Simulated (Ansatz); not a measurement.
# Cl₂FOSi radical: one species, many methods

The task here is to estimate one member of a computed series from the others.

Computed with Ansatz 0.2.0, Gaussian basis. Level: functionals in def2-TZVPP, the program's frozen cores in correlated methods.

Plan: LDA (SPW92), PBE-D4, revPBE-D4, BLYP-D4, r2SCAN-D4, B97M-V, PBE0-D4, B3LYP-D4, r2SCANh-D4, r2SCAN0-D4, HSE06-D4, BHLYP-D4, CAM-B3LYP-D4, LC-ωPBE, ωB97X-V, ωB97M-V, B2PLYP, PBE-QIDH; CCSD(T)/def2-SVP; CCSD(T)/def2-TZVPP; MP2/def2-QZVPP; extrapolation to the limit; RPA on PBE.

## The relaxed structure

All runs share one geometry, relaxed beforehand with PBE0-D4 in a triple-zeta def2 set.

SMILES `[O][Si](F)(Cl)Cl`, 5 atoms, charge 0, spin multiplicity 2.

Atoms are counted from 1 here; the program's logs count them from 0.

Bond lengths: O1–Si2 1.643 Å, Si2–F3 1.574 Å, Si2–Cl4 2.012 Å, Si2–Cl5 2.011 Å. Angles: O1–Si2–F3 113.3°, O1–Si2–Cl4 105.6°, O1–Si2–Cl5 107.2°, F3–Si2–Cl4 108.3°, F3–Si2–Cl5 107.9°, Cl4–Si2–Cl5 114.8°.

Coordinates:

```xyz
5
Cl2FOSi
O     1.20518   -1.12089    0.35102
Si    0.00199   -0.03732    0.07186
F    -0.94451    0.17552    1.31110
Cl   -1.08860   -0.81584   -1.42850
Cl    0.87574    1.72503   -0.34698
```

Set-up of the first run:

Contents of in.yaml:

```yaml
crystal:
  periodic: [false, false, false]
  atoms:
    - {symbol: O, position_ang: [1.205179, -1.120893, 0.351019]}
    - {symbol: Si, position_ang: [0.001992, -0.037316, 0.071864]}
    - {symbol: F, position_ang: [-0.944508, 0.175525, 1.311101]}
    - {symbol: Cl, position_ang: [-1.088599, -0.815843, -1.428500]}
    - {symbol: Cl, position_ang: [0.875736, 1.725026, -0.346984]}
basis:
  gaussian: {orbitals: def2-TZVPP}
magnetization: {spin_polarized: true, initial_magnetization: 1}
hamiltonian: {xc: lda}
output: {orbitals: {seedname: orbitals}}
```

On the command line:

```sh
> ansatz run in.yaml --threads 4 --pin off --events-out ev --progress --plain --max-ram 10444MiB
```

Among the steps run: LDA; PBE-D4 (GGA); revPBE-D4 (GGA); BLYP-D4 (GGA); r2SCAN-D4 (meta-GGA); B97M-V (meta-GGA); PBE0-D4 (hybrid); B3LYP-D4 (hybrid); r2SCANh-D4 (hybrid); r2SCAN0-D4 (hybrid); HSE06-D4 (hybrid); BHLYP-D4 (hybrid); CAM-B3LYP-D4 (range-separated); LC-ωPBE (range-separated); ωB97X-V (range-separated); ωB97M-V (range-separated); B2PLYP (double hybrid); PBE-QIDH (double hybrid).

One of the session's tables, all rows but one given; the rest of the session is left out.

It belongs to the step «Frontier levels by functional». 

```
  functional  HOMO (eV)  LUMO (eV)  gap (eV)
 LDA (SPW92)      -7.98      -7.74      0.24
      PBE-D4      -7.96      -7.23      0.73
   revPBE-D4      -7.91      -7.09      0.82
     BLYP-D4      -7.83      -7.13      0.69
   r2SCAN-D4      -8.54      -6.71      1.83
      B97M-V      -8.66      -6.62      2.04
     PBE0-D4      -9.88      -5.69      4.18
    B3LYP-D4      -9.56      -6.20      3.36
  r2SCANh-D4      -9.22      -6.12      3.10
  r2SCAN0-D4     -10.18      -5.21      4.97
    HSE06-D4          ?          ?         ?
    BHLYP-D4     -11.35      -3.98      7.36
CAM-B3LYP-D4     -11.36      -4.63      6.73
     LC-ωPBE     -12.82      -3.20      9.62
     ωB97X-V     -12.40      -3.50      8.90
     ωB97M-V     -12.26      -3.49      8.77
```

Q: Estimate the row for HSE06-D4 from the others.

**Answer.** HOMO (eV): -9.46; LUMO (eV): -6.10; gap (eV): 3.37. In the column «HOMO (eV)» it lies between B3LYP-D4 (-9.56) and r2SCANh-D4 (-9.22).
